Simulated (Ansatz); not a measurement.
# Ba2H3: the cost of one run

Method: DFT PBE, scalar-relativistic, plane waves, PAW, in Ansatz 0.2.0.

### Step 1. The system as given

The structure is orthorhombic, space group Amm2 (No. 38). Conventional cell: a = 4.176 Å, b = 9.087 Å, c = 9.087 Å, α = 90.00°, β = 90.00°, γ = 90.00°. Ba (site symmetry mm2) is surrounded by 4 H at 2.74 to 2.77 Å. Around Ba (site symmetry mm2) lie 5 H at 2.74 to 2.77 Å. H (site symmetry m) has 3 Ba at 2.74 to 2.77 Å in its first shell of neighbours. H (site symmetry mm2) is surrounded by 3 Ba at 2.74 to 2.77 Å.

Coordinates:

```cif
data_structure
_symmetry_space_group_name_H-M 'Amm2'
_symmetry_Int_Tables_number 38
_cell_length_a 4.1764
_cell_length_b 9.0867
_cell_length_c 9.0867
_cell_angle_alpha 90.000
_cell_angle_beta 90.000
_cell_angle_gamma 90.000
_cell_volume 344.84
loop_
_atom_site_label
_atom_site_type_symbol
_atom_site_symmetry_multiplicity
_atom_site_Wyckoff_symbol
_atom_site_fract_x
_atom_site_fract_y
_atom_site_fract_z
_atom_site_occupancy
Ba1 Ba 2 a 0.00000 0.00000 0.00000 1
Ba2 Ba 2 b 0.50000 0.00000 0.50000 1
H1 H 4 d 0.00000 0.80500 0.50000 1
H2 H 2 b 0.50000 0.00000 0.80500 1
```

A structure generator made this guess: ordered vacancies on the anion sites of rutile (Amm2, No. 38). Its size is a rough estimate.

### Step 2. Probe: one point on a coarse mesh

Input file input.yaml:

```yaml
crystal:
  lattice:
    - [4.17644316, 0.0, 0.0]
    - [0.0, 4.5433712, 4.5433712]
    - [0.0, -4.5433712, 4.5433712]
  atoms:
    - { symbol: Ba, position: [0.0, 0.0, 0.0] }
    - { symbol: Ba, position: [0.5, 0.5, 0.5] }
    - { symbol: H, position: [0.0, 0.305, 0.695] }
    - { symbol: H, position: [0.0, 0.695, 0.305] }
    - { symbol: H, position: [0.5, 0.805, 0.805] }
basis:
  ecutwfc: 420
kpoints:
  mp_grid: { grid: [4, 4, 4] }
hamiltonian:
  xc: pbe
scf:
  occupations: { method: gaussian, width: 0.1 }
  lower_state_search: "off"
output:
  forces: true
  stress: true
  eigenvalues: true
```

The run is started by

```sh
$ ansatz run input.yaml --threads 1 --pin off --max-ram 2560MiB --backend cpu --events-out ev --progress --plain --runs-dir out
```

**Question.** How long does this run take on 1 thread of Intel Xeon at 2.50GHz (Skylake/Cascade Lake), shared host, and how much memory does it need?

About 12 s, with a peak of 0.38 GiB.
